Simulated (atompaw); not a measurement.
**Sulfur: generating and testing a PAW (atompaw) potential**

Task: generate the file, and judge it by its logarithmic derivatives, its ghosts and its cutoff.

Method: atompaw 4.2.0.5, PBE, non-relativistic.

## (1) Settings

Typed settings, in words:

* element: sulfur (S, Z = 16)
* type: PAW
* frozen core: [Ne]
* valence charge: 6
* reference configuration: 3s2 3p3 (charge +1)
* partial waves: 3s (bound): rc 1.85 bohr; 3s channel at -1.7 Ry: rc 1.85 bohr; 3p (bound): rc 1.85 bohr; 3p channel at -0.55 Ry: rc 1.75 bohr; 3d channel at 0.25 Ry: rc 1.85 bohr; 3d channel at 1.05 Ry: rc 1.85 bohr
* local potential: vpsmatchnc scheme with l = 3 at 0.5 Ry, radius 1.75 bohr
* core correction: smooth core density matched at 1.15 bohr
* augmentation charge: sinc compensation charge, radius 1.40 bohr; PAW radius 1.85 bohr; waves and projectors: custom rrkj vanderbiltortho

The outer shells as boxes (Hund's rule for the drawing; the calculation is spin-unpolarised):

```
[Ne] core
3s [↑↓]
3p [↑ ][↑ ][↑ ]
```

The nodes and maxima of the atom's own shells, from an earlier all-electron run, set the scale for the radii.

All-electron outer shells of the reference configuration (PBE, non-relativistic, ld1.x):

```json
{"shell": "2p", "level (eV)": "-168.26", "outermost node (bohr)": "–", "outermost maximum (bohr)": "0.33"}
{"shell": "3s", "level (eV)": "-27.51", "outermost node (bohr)": "0.60", "outermost maximum (bohr)": "1.40"}
{"shell": "3p", "level (eV)": "-16.81", "outermost node (bohr)": "0.58", "outermost maximum (bohr)": "1.55"}
{"shell": "3d", "level (eV)": "-4.01", "outermost node (bohr)": "–", "outermost maximum (bohr)": "2.47"}
```

## (2) Generating the potential

Input file S.input:

```
S 16
GGA-PBE loggrid 1500 logderivrange -4 5 226
3 3 0 0 0 0
3 1 3
0 0 0
c
c
v
c
v
2
1.85 1.40 1.75 1.15
y
-1.7
n
y
-0.55
n
y
0.25
y
1.05
n
custom rrkj vanderbiltortho sinc
3 0.5 vpsmatchnc
1.85
1.85
1.85
1.75
1.85
1.85
PWSCFOUT
UPFDX 0.0125d0 UPFXMIN -7.d0 UPFZMESH 16.d0
END
```

Started as:

```sh
atompaw < S.input > S.log
```

What does the calculation give? Wanted: cutoffs for 10 and 1 mRy, occupied levels; bound ghosts; largest phase difference near zero energy, channels read; lowest eigenvalue of the overlap; share of valence orbitals outside the PAW sphere; UPF file.

As calculated:

| quantity | value |
| --- | --- |
| cutoffs for 10 and 1 mRy, occupied levels | 18 Ry and 25 Ry |
| bound ghosts | none found |
| largest phase difference near zero energy, channels read | 0.002 rad |
| lowest eigenvalue of the overlap (Bessel basis) | 0.360 (s) |
| share of valence orbitals outside the PAW sphere | 3s 32 %, 3p 46 % |
| UPF file | written |

What this shows: The potential is soft on the atom at that tolerance: the looser tolerance needs 18 Ry. The slowest occupied level is 3p: taken alone it needs 21 Ry to come within 1 mRy, against 10 Ry for 3s. No bound ghost shows below the valence levels. Near zero energy the phases of the channels with partial waves agree within 0.002 rad.
